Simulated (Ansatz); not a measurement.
# AlFH3Sb: how energies converge with the basis set

How large a basis does AlFH3Sb need? Two functionals are run in growing sets.

Program: Ansatz 0.2.0, Gaussian basis. Level of theory: one geometry, several basis sets. These are calculated values, not measurements.

Levels to be run: PBE0-D4/def2-SVP; ωB97M-V/def2-SVP; PBE0-D4/def2-QZVPP; ωB97M-V/def2-QZVPP; the functionals' def2-TZVPP values are taken from earlier runs.

**1. Structure used throughout**

An earlier PBE0-D4 in a triple-zeta def2 set relaxation fixed the geometry. Sb takes the def2 core potential; no spin-orbit term is included.

SMILES `[F][SbH][AlH2]`, 6 atoms, charge 0, spin multiplicity 1.

Atoms are counted from 1 here; the program's logs count them from 0.

Bond lengths: F1–Sb2 1.936 Å, Sb2–Al3 2.679 Å, Sb2–H4 1.724 Å, Al3–H5 1.590 Å, Al3–H6 1.584 Å. Angles: F1–Sb2–Al3 94.4°, F1–Sb2–H4 94.2°, Al3–Sb2–H4 84.3°, Sb2–Al3–H5 117.5°, Sb2–Al3–H6 121.3°, H5–Al3–H6 121.3°.

Coordinates:

```xyz
6
charge 0, multiplicity 1
F    -1.2286   -1.6183    1.3014
Sb    0.1358   -1.6586   -0.0711
Al    0.5938    0.9794    0.0187
H    -0.9532   -1.2518   -1.3438
H     1.4792    1.6104   -1.1417
H     0.0152    1.8748    1.1905
```

**2. PBE0-D4 in def2-SVP**

Input file in.yaml:

```yaml
crystal:
  periodic: [false, false, false]
  atoms:
    - {symbol: F, position_ang: [-1.228610, -1.618287, 1.301369]}
    - {symbol: Sb, position_ang: [0.135751, -1.658552, -0.071083]}
    - {symbol: Al, position_ang: [0.593825, 0.979434, 0.018682]}
    - {symbol: H, position_ang: [-0.953218, -1.251839, -1.343845]}
    - {symbol: H, position_ang: [1.479200, 1.610393, -1.141743]}
    - {symbol: H, position_ang: [0.015151, 1.874752, 1.190520]}
basis:
  gaussian: {orbitals: def2-SVP}
hamiltonian: {xc: pbe0, dispersion: d4}
output: {orbitals: {seedname: orbitals}}
```

The run is started by

```
> ansatz run in.yaml --threads 2 --pin off --events-out ev --progress --plain --max-ram 4352MiB
```

After this run come: ωB97M-V in def2-SVP; PBE0-D4 in def2-QZVPP; ωB97M-V in def2-QZVPP.

Q: Predict the results of all the runs planned. Wanted: PBE0-D4: double and triple zeta above quadruple; ωB97M-V: double and triple zeta above quadruple.

The runs gave:

| quantity | value |
| --- | --- |
| PBE0-D4: double and triple zeta above quadruple | 6.68, 0.44 eV |
| ωB97M-V: double and triple zeta above quadruple | 6.81, 0.44 eV |

**Reading.** PBE0-D4 gains 6.24 eV from double to triple zeta, then 0.44 eV more. These are total energies; as a rule much of such shifts cancels in differences, which this series doesn't test.
